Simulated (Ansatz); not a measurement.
# TiC3: one candidate of a structure search

Where does this trial cell of TiC3 go when cell and atoms are let free?

Computed with Ansatz 0.2.0 (DFT PBE, scalar-relativistic, plane waves, PAW, unless a step's input says otherwise).

## (1) The structure to begin with

It takes space group Pm-3m (No. 221, cubic). The conventional cell has a = 3.937 Å, b = 3.937 Å, c = 3.937 Å, α = 90.00°, β = 90.00°, γ = 90.00°. Around Ti (site symmetry m-3m) lie 12 C at 2.78 Å. C (site symmetry 4/mmm) has 4 Ti at 2.78 Å and 8 C at 2.78 Å as nearest neighbours.

Structure file:

```
CELL_PARAMETERS angstrom
3.93693 0.00000 0.00000
0.00000 3.93693 0.00000
0.00000 0.00000 3.93693
ATOMIC_POSITIONS crystal
Ti 0.50000 0.50000 0.50000
C 0.50000 0.00000 0.00000
C 0.00000 0.50000 0.00000
C 0.00000 0.00000 0.50000
```

Recipe of the guess: random cell by space group and Wyckoff sites (Pm-3m, No. 221). The dimensions are guesses.

## (2) A first look at the guess

The input, input.yaml:

```yaml
crystal:
  lattice:
    - [3.9369279, 0.0, 0.0]
    - [0.0, 3.9369279, 0.0]
    - [0.0, 0.0, 3.9369279]
  atoms:
    - { symbol: Ti, position: [0.5, 0.5, 0.5] }
    - { symbol: C, position: [0.5, 0.0, 0.0] }
    - { symbol: C, position: [0.0, 0.5, 0.0] }
    - { symbol: C, position: [0.0, 0.0, 0.5] }
basis:
  ecutwfc: 420
kpoints:
  mp_grid: { grid: [4, 4, 4] }
hamiltonian:
  xc: pbe
scf:
  occupations: { method: gaussian, width: 0.1 }
  lower_state_search: "off"
output:
  forces: true
  stress: true
  eigenvalues: true
```

Started as:

```console
$ ansatz run input.yaml --threads 1 --pin off --max-ram 2560MiB --backend cpu --events-out ev --progress --plain --runs-dir out
```

The session goes on with these runs: rough relaxation on the coarse mesh; another rough relaxation; spin check on a coarse mesh; full relaxation.

**Question.** What will these runs give? Wanted: conventional cell; volume; energy over the elements; gap on the mesh.

The runs gave:

| quantity | value |
| --- | --- |
| symmetry at the end (tolerance 0.05 Å) | space group Pm-3m (No. 221) |
| conventional cell | a = 3.201 Å, b = 3.201 Å, c = 3.201 Å, α = 90.00°, β = 90.00°, γ = 90.00° |
| volume | 8.20 Å³/atom |
| energy over the elements | +1.90 eV/atom |
| gap on the mesh | none (metal) |

**Reading.** The space group Pm-3m (No. 221) is kept, and the volume per atom shrinks by 46.3 % from the first guess. With a positive formation energy it can't be a ground state. No finished test with a distortion of lower symmetry is shown, so the end may be a saddle point. Other magnetic orders were not searched.
